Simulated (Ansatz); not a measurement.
# AsH+ (quartet): wave-function methods side by side at distance As1–H2 = 3.696 Å, cc-pVQZ

Aim: climb from Hartree-Fock through coupled cluster and multireference methods for AsH+ (quartet) at one geometry and basis, and see what each rung misses.

Program: Ansatz 0.2.0, Gaussian basis. Level of theory: cc-pVQZ, core rule «outside noble gas», up to 14 orbitals frozen. These are calculated values, not measurements.

To be run: UHF; CCSD(T) on ROHF; CCSD(T) on UHF; BCCD(T) on ROHF; CCSDT(Q) on ROHF; CCSDT(Q) on UHF; CASSCF and MRCISD+Q, 5 electrons in 5 orbitals; CASSCF and NEVPT2, 5 electrons in 5 orbitals.

11 further runs of the same task are left out: 11 that didn't finish.

### 1 The system

The geometry derives from a PBE0/def2-TZVP stationary point (not a proven minimum). One bond is set to the value named and the two fragments are kept rigid. No spin-orbit coupling is included. The filled d shell of As may be among the frozen orbitals whatever the setting's name suggests; the logs give the count.

2 atoms, charge 1, spin multiplicity 4.

Atoms are counted from 1 here; the program's logs count them from 0.

No contacts short enough for the rule that draws bonds.

### 2 UHF

Input file in.yaml:

```yaml
crystal:
  periodic: [false, false, false]
  atoms:
    - {symbol: As, position_ang: [0.000000, 0.000000, 0.000000]}
    - {symbol: H, position_ang: [0.000000, 0.000000, 3.696000]}
basis:
  gaussian: {orbitals: cc-pVQZ}
total_charge: 1
magnetization: {spin_polarized: true, initial_magnetization: 3}
hamiltonian: {xc: hf}
output: {orbitals: {seedname: orbitals}}
```

Started as:

```sh
$ ansatz run in.yaml --threads 1 --pin off --events-out ev --progress --plain --max-ram 3968MiB --backend cpu
```

After this run come: CCSD(T) on ROHF; CCSD(T) on UHF; BCCD(T) on ROHF; CCSDT(Q) on ROHF; CCSDT(Q) on UHF; CASSCF and MRCISD+Q, 5 electrons in 5 orbitals; CASSCF and NEVPT2, 5 electrons in 5 orbitals.

**Question.** What will the summary of the whole plan be? Wanted: UCCSDT(Q) below the RHF energy; RMP2 from UCCSDT(Q); UMP2 from UCCSDT(Q); RCCSD from UCCSDT(Q); RCCSD(T) from UCCSDT(Q); UCCSD(T) from UCCSDT(Q); RCCSDT(Q) from UCCSDT(Q); NEVPT2 valence from UCCSDT(Q); MRCISD+Q valence from UCCSDT(Q).

**Answer**, as computed:

| quantity | value |
| --- | --- |
| UCCSDT(Q) below the RHF energy | -2.1583 eV |
| RMP2 from UCCSDT(Q) | +10.68 kcal/mol |
| UMP2 from UCCSDT(Q) | +10.54 kcal/mol |
| RCCSD from UCCSDT(Q) | +1.87 kcal/mol |
| RCCSD(T) from UCCSDT(Q) | +0.58 kcal/mol |
| UCCSD(T) from UCCSDT(Q) | +0.29 kcal/mol |
| RCCSDT(Q) from UCCSDT(Q) | +0.29 kcal/mol |
| NEVPT2 valence from UCCSDT(Q) | +9.37 kcal/mol |
| MRCISD+Q valence from UCCSDT(Q) | +0.63 kcal/mol |
| levels within 1 kcal/mol (43 meV) | RCCSD(T), UCCSD(T), BCCD(T), RCCSDT, UCCSDT, RCCSDT(Q), MRCISD+Q valence |
| T1 diagnostic | 0.018 |
| effectively unpaired electrons | 3.01 |

**Reading.** RCCSD(T) misses by +0.58 kcal/mol, 1.2 % of the correlation energy. One determinant dominates. Of the multireference levels listed MRCISD+Q valence comes nearest in total energy (+0.63 kcal/mol), which doesn't show that its space is the better one. These misses are within one basis, not against nature; the frozen cores of restricted and unrestricted runs differ, which can shift their rows.
